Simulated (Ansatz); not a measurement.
Geometry optimisation, Ansatz 0.2.0, DFT PBE, scalar-relativistic, plane waves, PAW.

input.yaml

```yaml
crystal:
  lattice:
    - [0.0, 5.43, 5.43]
    - [5.43, 0.0, 5.43]
    - [5.43, 5.43, 0.0]
  atoms:
    - { symbol: Si, position: [0.0, 0.0, 0.0] }
    - { symbol: Si, position: [0.125, 0.125, 0.125] }
    - { symbol: Si, position: [0.0, 0.0, 0.5] }
    - { symbol: Si, position: [0.125, 0.125, 0.625] }
    - { symbol: Si, position: [0.0, 0.5, 0.0] }
    - { symbol: Si, position: [0.125, 0.625, 0.125] }
    - { symbol: Si, position: [0.0, 0.5, 0.5] }
    - { symbol: Si, position: [0.125, 0.625, 0.625] }
    - { symbol: Si, position: [0.5, 0.0, 0.0] }
    - { symbol: Si, position: [0.625, 0.125, 0.125] }
    - { symbol: Si, position: [0.5, 0.0, 0.5] }
    - { symbol: Si, position: [0.625, 0.125, 0.625] }
    - { symbol: Si, position: [0.5, 0.5, 0.0] }
    - { symbol: Si, position: [0.625, 0.625, 0.125] }
    - { symbol: Si, position: [0.5, 0.5, 0.5] }
    - { symbol: Si, position: [0.625, 0.625, 0.625] }
    - { symbol: Cu, position: [0.3713383, 0.8866129, 0.8735609] }
total_charge: 1
basis:
  ecutwfc: 420.0
kpoints:
  mp_grid: { grid: [2, 2, 2] }
hamiltonian:
  xc: pbe
  pseudopotentials: { kind: paw, azcp: { folder: soft_1 } }
scf:
  occupations: { method: fermi_dirac, width: 0.05 }
  lower_state_search: "off"
relax:
  f_tol: 0.08
  max_steps: 25
  adjacent_minimum: "off"
```

Command:

```bash
$ ansatz run input.yaml --threads 1 --pin off --max-ram 3072MiB --backend cpu --events-out ev --progress --plain --runs-dir out
```

Problem. Where does it end, and by what steps?

Solution. It converged. The threshold is loose, so the end isn't yet a minimum. The force dipped under the threshold on the way, but the program's further checks kept it going. Limits of this set-up: coarse k mesh, charged cell in a uniform background, uncorrected. After 10 steps the energy has fallen by 0.139 eV; Cu17 moved furthest, 0.35 Å. Parted: Si6–Cu17 (2.76 → 3.05 Å), Si16–Cu17 (2.77 → 3.08 Å).

| step | energy less start (eV) | largest force component (eV/Å) | accepted |
| --- | --- | --- | --- |
| 0 | 0.0000 | 0.670 | yes |
| 1 | -0.1013 | 0.219 | yes |
| 2 | -0.1107 | 0.038 | yes |
| 3 | -0.1121 | 0.022 | yes |
| 4 | -0.1130 | 0.047 | yes |
| 5 | -0.1142 | 0.080 | yes |
| 6 | -0.1071 | 0.174 | no |
| 7 | -0.1192 | 0.115 | yes |
| 8 | -0.1263 | 0.101 | yes |
| 9 | -0.1389 | 0.074 | yes |
| 10 | -0.1389 | 0.074 | yes |

```xyz
17
Lattice="0.0000 5.4300 5.4300 5.4300 0.0000 5.4300 5.4300 5.4300 0.0000" Properties=species:S:1:pos:R:3
Si 0.022 -0.045 -0.089
Si 1.373 1.421 1.320
Si 2.609 2.797 -0.104
Si 4.007 4.068 1.287
Si 2.674 0.020 2.662
Si 4.086 1.323 4.009
Si 5.364 2.742 2.657
Si 6.693 4.141 3.985
Si 0.081 2.824 2.797
Si 1.509 4.009 4.206
Si 2.632 5.401 2.726
Si 4.034 6.858 4.082
Si 2.808 2.598 5.528
Si 4.111 4.098 6.830
Si 5.367 5.453 5.392
Si 6.714 6.760 6.799
Cu 9.775 6.592 7.043
```

Whether the end is a true minimum wasn't checked by a vibrational analysis.

Time of the run: 65 s on 1 thread of Arm Neoverse V2, on a shared host, peak memory 0.56 GiB.
